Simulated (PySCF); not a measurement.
# A diatomic session: Ca₂

An exercise on one series of results from a longer session: the logs are not shown, and one member is left open.

Computed with PySCF 2.14.0. Level: Ca def2-SVPD, no relativity.

Set-up of the first run:

The job is set up so:

| Property | Result |
| --- | --- |
| atoms | Ca, Ca |
| charge | 0 |
| basis | Ca def2-SVPD |
| Hamiltonian | no relativity |
| basis functions | 54 |
| electrons treated | 40 |
| masses in u | 39.9626, 39.9626 |
| levels | PBE0, PBE, r²SCAN, MN15, BHandHLYP, BLYP, ωB97X, HF, MP2, SCS-MP2, CCSD, CCSD(T) |
| grid | 80 radial by 434 angular points |
| occupations | held fixed by the projection of orbital angular momentum |
| dissociation limit | Ca + Ca, each in its ground configuration |
| starting distance in angstrom | 3.180 |
| values of 2S to try | 0, 2 |

Run with:

```bash
> OMP_NUM_THREADS=1 python dia.py task.json out
```

Among the steps run: Set-up; The PBE0 curve of the state that the search chose; Other states along the same grid; PBE; r²SCAN; MN15 (hybrid meta-GGA); BHandHLYP (global hybrid GGA); BLYP (GGA); ωB97X (range-separated hybrid); RHF (mean field); MP2 and coupled cluster.

One of the session's tables, all rows but one given; the rest of the session is left out.

Energy (eV) from each level's lowest point:

| R (Å) | RHF | RHF-MP2 | RHF-SCS-MP2 | RHF-CCSD | RHF-CCSD(T) |
| --- | --- | --- | --- | --- | --- |
| 3.661 | 0.390 | 0.210 | 0.231 | n/a | n/a |
| 3.831 | 0.259 | 0.111 | 0.128 | 0.123 | 0.102 |
| 4.002 | 0.170 | 0.051 | 0.064 | 0.060 | 0.044 |
| 4.129 | ? | ? | ? | ? | ? |
| 4.257 | 0.087 | 0.009 | 0.015 | 0.013 | 0.006 |
| 4.385 | 0.061 | 0.001 | 0.005 | 0.004 | 0.000 |
| 4.555 | 0.038 | 0.000 | 0.000 | 0.000 | 0.001 |
| 4.768 | 0.020 | 0.007 | 0.002 | 0.003 | 0.010 |
| 5.023 | 0.008 | 0.021 | 0.012 | 0.013 | 0.025 |
| 5.364 | 0.000 | 0.042 | 0.027 | n/a | n/a |

Estimate the missing values for R (Å) = 4.129.

Worked estimate for «RHF». A straight line through the neighbours (4.002, 0.170) and (4.257, 0.087) gives 0.170 + (0.087 − 0.170) × (4.129 − 4.002) / (4.257 − 4.002) = 0.129; a parabola fitted to 4 rows on both sides gives 0.122.

The run gave: RHF: 0.122; RHF-MP2: 0.024; RHF-SCS-MP2: 0.034; RHF-CCSD: 0.031; RHF-CCSD(T): 0.019. In «RHF» the line misses by +0.007 and the parabola by 0.000.

To keep in mind: The bond is weak, and basis-set superposition, which was not computed, may be a sizeable part of it.
